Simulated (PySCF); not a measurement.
# IBr⁻ with other numerical set-ups

The method stays; parts of the set-up, such as the basis or the Hamiltonian, are changed.

Method: method and basis as typed in the scripts; program: PySCF 2.14.0.

8 further runs of the same task are left out: 1 for a known fault of the program, 7 that didn't finish.

## Step 1: Where the work starts

IBr⁻: 2 atoms, charge -1, spin multiplicity 2.

Bond lengths: I1–Br2 2.399 Å.

## Step 2: The base run

File input.py:

```python
from pyscf import gto, dft, tdscf

mol = gto.M(
    atom='I 0 0 0; Br 0 0 2.399',
    basis='lanl2dz',
    ecp={'I': 'lanl2dz', 'Br': 'lanl2dz'},
    charge=-1,
    spin=1,
    symmetry=True,
    verbose=4,
)
mf = dft.UKS(mol, xc='o3lyp')
mf.kernel()
td = tdscf.TDA(mf)
td.nstates = 3
td.kernel()
td.analyze(verbose=3)
mf.dip_moment()
print('orbital energies (hartree):', [e[max(0, n-3):n+3].round(4) for e, n in zip(mf.mo_energy, mol.nelec)])
```

Launch:

```bash
$ OMP_NUM_THREADS=1 python input.py
```

Its log is not repeated here.

In short: E(SCF) = -24.581605 Eh, 8 cycles, ⟨S²⟩ = 0.750, excitations 2.94, 2.94, 5.07 eV.

The bond length is a typed value, not an optimised one. The dipole of an ion depends on the origin.

## Step 3: Sbkjc

Variant 1 changes basis set: lanl2dz → sbkjc. The core potential changes with it: totals don't compare.

File input.py:

```python
from pyscf import gto, dft, tdscf

mol = gto.M(
    atom='I 0 0 0; Br 0 0 2.399',
    basis='sbkjc',
    ecp={'I': 'sbkjc', 'Br': 'sbkjc'},
    charge=-1,
    spin=1,
    symmetry=True,
    verbose=4,
)
mf = dft.UKS(mol, xc='o3lyp')
mf.kernel()
td = tdscf.TDA(mf)
td.nstates = 3
td.kernel()
td.analyze(verbose=3)
mf.dip_moment()
print('orbital energies (hartree):', [e[max(0, n-3):n+3].round(4) for e, n in zip(mf.mo_energy, mol.nelec)])
```

Launch:

```bash
$ OMP_NUM_THREADS=1 python input.py
```

## Step 4: 3-21g (core potential off)

Variant 2 changes basis set: lanl2dz → 3-21g; core potential: on → off. The core potential changes with it: totals don't compare.

Changes to input.py since step 2:

```diff
@@ -4,4 +4,3 @@
     atom='I 0 0 0; Br 0 0 2.399',
-    basis='lanl2dz',
-    ecp={'I': 'lanl2dz', 'Br': 'lanl2dz'},
+    basis='3-21g',
     charge=-1,
@@ -16,3 +15,3 @@
 td.kernel()
-td.analyze(verbose=3)
+td.analyze()
 mf.dip_moment()
```

Before running it: what results should come out? Wanted: for each run, E(SCF); from base; gap, α spin; after the SCF.

The runs gave:

```csv
run,E(SCF) (hartree),from base (eV),cycles,"gap, α spin (eV)",functions,after the SCF
base,-24.581605,0,8,13.11,16,lowest root found 2.94 eV
sbkjc,-24.866651,not comparable,8,8.78,16,lowest root found 2.77 eV
3-21g (core potential off),-9454.039105,not comparable,8,12.73,53,lowest root found 3.07 eV
```

The highest filled level of this anion is positive: the basis lacks diffuse functions or the electron is not bound, so these numbers hang on the basis. The dearest run is “3-21g (core potential off)”, at 13 s against 2.7 s.
